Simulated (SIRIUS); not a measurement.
# Ge2Mo (I4/mmm) in SIRIUS: reference runs

Aim: a first look at Ge2Mo with PBEsol, on the cell as given.

Program: SIRIUS 7.12.0. These are calculated values, not measurements. Logs are shortened: lines on timing, memory, paths and dates and some standing lists are left out, and cuts for length are marked. The log counts tension as positive stress, the text compression.

**1. The crystal as given**

It takes space group I4/mmm (No. 139, tetragonal). Conventional cell: a = 3.320 Å, b = 3.320 Å, c = 8.186 Å, α = 90.00°, β = 90.00°, γ = 90.00°. Around Mo (site symmetry 4/mmm) lie 10 Ge at 2.70 to 2.77 Å. Ge (site symmetry 4mm) is surrounded by 5 Ge at 2.65 to 2.76 Å and 5 Mo at 2.70 to 2.77 Å.

The cell comes from a database or a generator and needn't be the stable form of this composition.

**2. Single point, PBEsol**

sirius.json

```json
{
  "control": {
    "processing_unit": "cpu",
    "std_evp_solver_name": "lapack",
    "gen_evp_solver_name": "lapack",
    "verbosity": 2,
    "print_forces": true,
    "ortho_rf": true,
    "use_second_variation": true,
    "rmt_max": 3.0,
    "num_bands_to_print": 24,
    "save_wf": true
  },
  "parameters": {
    "electronic_structure_method": "full_potential_lapwlo",
    "xc_functionals": ["XC_GGA_X_PBE_SOL", "XC_GGA_C_PBE_SOL"],
    "core_relativity": "dirac",
    "valence_relativity": "iora",
    "num_fv_states": 39,
    "smearing": "fermi_dirac",
    "smearing_width": 0.0018374661,
    "pw_cutoff": 20,
    "gk_cutoff": 3.53,
    "lmax_apw": 10,
    "lmax_rho": 8,
    "lmax_pot": 8,
    "num_mag_dims": 0,
    "auto_rmt": 0,
    "ngridk": [11, 11, 11],
    "shiftk": [0, 0, 0],
    "num_dft_iter": 80,
    "energy_tol": 1e-07,
    "density_tol": 1e-05,
    "use_symmetry": true
  },
  "settings": {"tol_ne": 1e-10},
  "iterative_solver": {"type": "exact"},
  "mixer": {"type": "anderson", "beta": 0.5, "max_history": 8},
  "unit_cell": {
    "lattice_vectors": [
      [-3.1371276582, 3.1371276582, 7.7350074415],
      [3.1371276582, -3.1371276582, 7.7350074415],
      [3.1371276582, 3.1371276582, -7.7350074415]
    ],
    "atom_types": ["Ge", "Mo"],
    "atom_files": {"Ge": "Ge.json", "Mo": "Mo.json"},
    "atoms": {"Ge": [[0.33832571, 0.33832571, 0.0], [0.66167429, 0.66167429, 0.0]], "Mo": [[0.0, 0.0, 0.0]]}
  }
}
```

Ge.json

```json
{
  "name": "germanium",
  "symbol": "Ge",
  "number": 32,
  "mass": 72.64,
  "rmin": 1e-06,
  "rmt": 2.38,
  "nrmt": 800,
  "rinf": 16.93,
  "core": "1s2s2p",
  "valence": [
    {"basis": [{"enu": 0.19, "dme": 0, "n": 0, "auto": 0}, {"enu": 0.19, "dme": 1, "n": 0, "auto": 0}]},
    {"l": 0, "n": 1, "basis": [{"enu": 0.1953, "dme": 0, "n": 0, "auto": 0}]},
    {"l": 1, "n": 2, "basis": [{"enu": 0.29, "dme": 0, "n": 0, "auto": 0}]},
    {"l": 2, "n": 3, "basis": [{"enu": 0.29, "dme": 0, "n": 0, "auto": 0}]},
    {"l": 3, "n": 4, "basis": [{"enu": 0.29, "dme": 0, "n": 0, "auto": 0}]}
  ],
  "lo": [
    {
      "l": 0,
      "basis": [{"enu": 0.1953, "dme": 0, "n": 0, "auto": 0}, {"enu": 0.1953, "dme": 1, "n": 0, "auto": 0}]
    },
    {
      "l": 0,
      "basis": [{"enu": 0.1953, "dme": 1, "n": 0, "auto": 0}, {"enu": 0.1953, "dme": 2, "n": 0, "auto": 0}]
    },
    {
      "l": 0,
      "basis": [{"enu": -5.7105, "dme": 0, "n": 3, "auto": 1}, {"enu": -5.7105, "dme": 1, "n": 3, "auto": 1}]
    },
    {
      "l": 0,
      "basis": [{"enu": 0.1953, "dme": 0, "n": 0, "auto": 0}, {"enu": 2.3138, "dme": 0, "n": 0, "auto": 0}]
    },
    {"l": 1, "basis": [{"enu": 0.29, "dme": 0, "n": 0, "auto": 0}, {"enu": 0.29, "dme": 1, "n": 0, "auto": 0}]},
    {
      "l": 1,
      "basis": [{"enu": -3.7966, "dme": 0, "n": 3, "auto": 1}, {"enu": -3.7966, "dme": 1, "n": 3, "auto": 1}]
    },
    {
      "l": 1,
      "basis": [{"enu": -3.7966, "dme": 1, "n": 3, "auto": 1}, {"enu": 0.29, "dme": 0, "n": 0, "auto": 0}]
    },
    {"l": 1, "basis": [{"enu": 0.29, "dme": 0, "n": 0, "auto": 0}, {"enu": 3.5384, "dme": 0, "n": 0, "auto": 0}]},
    {"l": 2, "basis": [{"enu": 0.29, "dme": 0, "n": 0, "auto": 0}, {"enu": 0.29, "dme": 1, "n": 0, "auto": 0}]},
    {
      "l": 2,
      "basis": [{"enu": -0.6492, "dme": 0, "n": 3, "auto": 1}, {"enu": -0.6492, "dme": 1, "n": 3, "auto": 1}]
    },
    {
      "l": 2,
      "basis": [{"enu": -0.6492, "dme": 1, "n": 3, "auto": 1}, {"enu": 0.29, "dme": 0, "n": 0, "auto": 0}]
    },
    {"l": 2, "basis": [{"enu": 0.29, "dme": 0, "n": 0, "auto": 0}, {"enu": 3.9621, "dme": 0, "n": 0, "auto": 0}]},
    {"l": 3, "basis": [{"enu": 0.29, "dme": 0, "n": 0, "auto": 0}, {"enu": 0.29, "dme": 1, "n": 0, "auto": 0}]},
    {"l": 3, "basis": [{"enu": 0.29, "dme": 0, "n": 0, "auto": 0}, {"enu": 3.3618, "dme": 0, "n": 0, "auto": 0}]}
  ],
  "free_atom": [... radial grid and density of the free atom, the start of the SCF ...]
}
```

Mo.json

```json
{
  "name": "molybdenum",
  "symbol": "Mo",
  "number": 42,
  "mass": 95.96,
  "rmin": 1e-06,
  "rmt": 2.53,
  "nrmt": 800,
  "rinf": 17.03,
  "core": "1s2s2p3s3p3d",
  "valence": [
    {"basis": [{"enu": 0.19, "dme": 0, "n": 0, "auto": 0}, {"enu": 0.19, "dme": 1, "n": 0, "auto": 0}]},
    {"l": 0, "n": 1, "basis": [{"enu": 0.29, "dme": 0, "n": 0, "auto": 0}]},
    {"l": 1, "n": 2, "basis": [{"enu": 0.29, "dme": 0, "n": 0, "auto": 0}]},
    {"l": 2, "n": 3, "basis": [{"enu": 0.29, "dme": 0, "n": 0, "auto": 0}]},
    {"l": 3, "n": 4, "basis": [{"enu": 0.29, "dme": 0, "n": 0, "auto": 0}]}
  ],
  "lo": [
    {"l": 0, "basis": [{"enu": 0.29, "dme": 0, "n": 0, "auto": 0}, {"enu": 0.29, "dme": 1, "n": 0, "auto": 0}]},
    {
      "l": 0,
      "basis": [{"enu": -1.9259, "dme": 0, "n": 4, "auto": 1}, {"enu": -1.9259, "dme": 1, "n": 4, "auto": 1}]
    },
    {
      "l": 0,
      "basis": [{"enu": -1.9259, "dme": 1, "n": 4, "auto": 1}, {"enu": 0.29, "dme": 0, "n": 0, "auto": 0}]
    },
    {"l": 0, "basis": [{"enu": 0.29, "dme": 0, "n": 0, "auto": 0}, {"enu": 2.7896, "dme": 0, "n": 0, "auto": 0}]},
    {"l": 1, "basis": [{"enu": 0.29, "dme": 0, "n": 0, "auto": 0}, {"enu": 0.29, "dme": 1, "n": 0, "auto": 0}]},
    {
      "l": 1,
      "basis": [{"enu": -0.9813, "dme": 0, "n": 4, "auto": 1}, {"enu": -0.9813, "dme": 1, "n": 4, "auto": 1}]
    },
    {
      "l": 1,
      "basis": [{"enu": -0.9813, "dme": 1, "n": 4, "auto": 1}, {"enu": 0.29, "dme": 0, "n": 0, "auto": 0}]
    },
    {"l": 1, "basis": [{"enu": 0.29, "dme": 0, "n": 0, "auto": 0}, {"enu": 3.1646, "dme": 0, "n": 0, "auto": 0}]},
    {"l": 2, "basis": [{"enu": 0.29, "dme": 0, "n": 0, "auto": 0}, {"enu": 0.29, "dme": 1, "n": 0, "auto": 0}]},
    {"l": 2, "basis": [{"enu": 0.29, "dme": 1, "n": 0, "auto": 0}, {"enu": 0.29, "dme": 2, "n": 0, "auto": 0}]},
    {"l": 2, "basis": [{"enu": 0.29, "dme": 0, "n": 0, "auto": 0}, {"enu": 2.7272, "dme": 0, "n": 0, "auto": 0}]},
    {"l": 3, "basis": [{"enu": 0.29, "dme": 0, "n": 0, "auto": 0}, {"enu": 0.29, "dme": 1, "n": 0, "auto": 0}]},
    {"l": 3, "basis": [{"enu": 0.29, "dme": 0, "n": 0, "auto": 0}, {"enu": 3.0084, "dme": 0, "n": 0, "auto": 0}]}
  ],
  "free_atom": [... radial grid and density of the free atom, the start of the SCF ...]
}
```

sirius_start.json

```json
{
  "control": {
    "processing_unit": "cpu",
    "std_evp_solver_name": "lapack",
    "gen_evp_solver_name": "lapack",
    "verbosity": 1,
    "print_forces": false,
    "ortho_rf": true,
    "use_second_variation": true,
    "rmt_max": 3.0,
    "num_bands_to_print": 24,
    "save_wf": false
  },
  "parameters": {
    "electronic_structure_method": "full_potential_lapwlo",
    "xc_functionals": ["XC_LDA_X", "XC_LDA_C_PW"],
    "core_relativity": "dirac",
    "valence_relativity": "iora",
    "num_fv_states": 39,
    "smearing": "fermi_dirac",
    "smearing_width": 0.0055123983,
    "pw_cutoff": 20,
    "gk_cutoff": 2.82,
    "lmax_apw": 10,
    "lmax_rho": 8,
    "lmax_pot": 8,
    "num_mag_dims": 0,
    "auto_rmt": 0,
    "ngridk": [4, 4, 4],
    "shiftk": [0, 0, 0],
    "num_dft_iter": 30,
    "energy_tol": 0.01,
    "density_tol": 0.05,
    "use_symmetry": true
  },
  "settings": {"tol_ne": 1e-10},
  "iterative_solver": {"type": "exact"},
  "mixer": {"type": "anderson", "beta": 0.5, "max_history": 8},
  "unit_cell": {
    "lattice_vectors": [
      [-3.1371276582, 3.1371276582, 7.7350074415],
      [3.1371276582, -3.1371276582, 7.7350074415],
      [3.1371276582, 3.1371276582, -7.7350074415]
    ],
    "atom_types": ["Ge", "Mo"],
    "atom_files": {"Ge": "Ge.json", "Mo": "Mo.json"},
    "atoms": {"Ge": [[0.33832571, 0.33832571, 0.0], [0.66167429, 0.66167429, 0.0]], "Mo": [[0.0, 0.0, 0.0]]}
  }
}
```

Potentials or basis: all-electron FP-LAPW, apw+lo standard.

Command:

```bash
$ OMP_NUM_THREADS=1 sirius.scf --input=sirius_start.json --output=start.json
$ OMP_NUM_THREADS=1 sirius.scf --input=sirius.json --output=output.json --task=1
```

The program printed:

```text
[info] SIRIUS version : 7.12.0
[info] number of MPI ranks           : 1
[info] MPI grid                      : 1 1
[info] maximum number of OMP threads : 1
[fft] FFT context for density and potential
[fft] =====================================
[fft]   plane wave cutoff                     : 20
[fft]   grid size                             : 60 60 60   total : 216000
[fft]   grid limits                           : -29 30   -29 30   -29 30
[fft]   number of G-vectors within the cutoff : 41085
[fft]   number of G-shells                    : 2952
[fft] FFT context for coarse grid
[fft] =====================================
[fft]   plane wave cutoff                     : 7.06
[fft]   grid size                             : 24 24 24   total : 13824
[fft]   grid limits                           : -11 12   -11 12   -11 12
[fft]   number of G-vectors within the cutoff : 1773
[fft]   number of G-shells                    : 161
[unit cell] lattice vectors
[unit cell]   a1 :      -3.1371276582      3.1371276582      7.7350074415
[unit cell]   a2 :       3.1371276582     -3.1371276582      7.7350074415
[unit cell]   a3 :       3.1371276582      3.1371276582     -7.7350074415
[unit cell] reciprocal lattice vectors
[unit cell]   b1 :       0.0000000000      1.0014232750      0.4061525057
[unit cell]   b2 :       1.0014232750      0.0000000000      0.4061525057
[unit cell]   b3 :       1.0014232750      1.0014232750     -0.0000000000
[unit cell] unit cell volume :       304.49846701 [a.u.^3]
[unit cell] 1/sqrt(omega)    :         0.05730697
[unit cell] MT volume        :       180.77486907 (59.37%)
[unit cell] IT volume        :       123.72359793 (40.63%)
[unit cell] number of atom types : 2
[unit cell] type id : 0 symbol : Ge mt_radius :   2.380000 num_atoms : 2
[unit cell] type id : 1 symbol : Mo mt_radius :   2.530000 num_atoms : 1
[unit cell] total number of atoms : 3
[unit cell] number of symmetry classes : 2
[unit cell] atom id  type id  class id             position                      vector_field
[... 481 lines left out ...]
[generate_core_charge_density] atom class : 0
[generate_core_charge_density]   n,l,k : 1 0 1  energy :        -401.83701141
[generate_core_charge_density]   n,l,k : 2 0 1  energy :         -49.80329451
[generate_core_charge_density]   n,l,k : 2 1 1  energy :         -44.25260630
[generate_core_charge_density]   n,l,k : 2 1 2  energy :         -43.08252293
[generate_core_charge_density] atom class : 1
[generate_core_charge_density]   n,l,k : 1 0 1  energy :        -727.17595728
[generate_core_charge_density]   n,l,k : 2 0 1  energy :        -102.26079471
[generate_core_charge_density]   n,l,k : 2 1 1  energy :         -94.05146770
[generate_core_charge_density]   n,l,k : 2 1 2  energy :         -90.13906789
[generate_core_charge_density]   n,l,k : 3 0 1  energy :         -16.97875509
[generate_core_charge_density]   n,l,k : 3 1 1  energy :         -13.85569999
[... 27 lines left out ...]
[find] valence_eval_sum               :     -83.12936606
[find] core_eval_sum                  :   -4726.08380067
[find] kinetic energy                 :    8477.02131917
[find] enuc                           :   -9980.85021588
[find] <rho|V^{XC}>                   :    -365.23583129
[find] <rho|E^{XC}>                   :    -278.25728710
[find] <mag|B^{XC}>                   :       0.00000000
[find] <rho|V^{H}>                    :  -12920.99865461
[find] smearing (-TS)                 :      -0.00022952
[find] SCF correction                 :       0.00012101
[find] Total energy                   :   -8242.58539011 (Ha),  -16485.17078022 (Ry)
[find] Free energy (E-TS)             :   -8242.58561963 (Ha),  -16485.17123925 (Ry)
[find] band gap (eV)                  :       0.00000000
[find] Efermi                         :       0.38448961
[find] iteration : 7, RMS (target) : 5.4378e-06 (1.0000e-05) , energy difference (target) : -2.8840e-08 (1.0000e-07)
[find] converged after 8 SCF iterations!
[find] Charges and magnetic moments
[find] --------------------------------------------------------------------------------
[find] atom      charge    core leakage
[find] --------------------------------------------------------------------------------
[find]    0   30.640466    0.000000e+00
[find]    1   30.640466    0.000000e+00
[find]    2   40.396649    5.414210e-07
[find] total core leakage    : 5.41421012e-07
[find] interstitial charge   : 4.322416
[find] total charge          : 105.999997
[find] Energy
[find] --------------------------------------------------------------------------------
[find] valence_eval_sum               :     -83.12936606
[find] core_eval_sum                  :   -4726.08380067
[find] kinetic energy                 :    8477.02131917
[find] enuc                           :   -9980.85021588
[find] <rho|V^{XC}>                   :    -365.23583129
[find] <rho|E^{XC}>                   :    -278.25728710
[find] <mag|B^{XC}>                   :       0.00000000
[find] <rho|V^{H}>                    :  -12920.99865461
[find] smearing (-TS)                 :      -0.00022952
[find] SCF correction                 :       0.00012101
[find] Total energy                   :   -8242.58539011 (Ha),  -16485.17078022 (Ry)
[find] Free energy (E-TS)             :   -8242.58561963 (Ha),  -16485.17123925 (Ry)
[find] band gap (eV)                  :       0.00000000
[find] Efermi                         :       0.38448961
[ground_state]
[ground_state] ==== total Forces in Ha/bohr =====
[ground_state] atom:    0, force:       0.0000000      0.0000000     -0.0012169
[ground_state] atom:    1, force:      -0.0000000     -0.0000000      0.0012169
[ground_state] atom:    2, force:       0.0000000      0.0000000      0.0000000
[ground_state] ==== contribution from density =====
[ground_state] atom:    0, force:      -0.0000000     -0.0000000     -0.0885741
[ground_state] atom:    1, force:      -0.0000000     -0.0000000      0.0885741
[ground_state] atom:    2, force:       0.0000000      0.0000000      0.0000000
[ground_state] ==== contribution from Hartree potential =====
[ground_state] atom:    0, force:       0.0000000      0.0000000      0.0575410
[ground_state] atom:    1, force:      -0.0000000      0.0000000     -0.0575410
[ground_state] atom:    2, force:       0.0000000      0.0000000      0.0000000
[ground_state] ==== contribution from IBS =====
[ground_state] atom:    0, force:       0.0000000      0.0000000      0.0298162
[ground_state] atom:    1, force:       0.0000000     -0.0000000     -0.0298162
[ground_state] atom:    2, force:       0.0000000      0.0000000      0.0000000
```

Wall time 2.8 min (1 thread of Arm Neoverse V2, shared host); peak memory 0.89 GiB.

What came out:

```
Free energy                                       : -224292.1810 eV
Largest force                                     : 0.063 eV/Å
Band gap on the k mesh                            : none (metal or under the smearing width)
All electrons inside the program's atomic spheres : Mo 40.40; Ge 30.64 (radii Ge 2.38, Mo 2.53 bohr)
```

Forces on the atoms (eV/Å):
```
Mo   0.000  0.000  0.000
Ge   0.000  0.000 -0.063
Ge   0.000  0.000  0.063
```
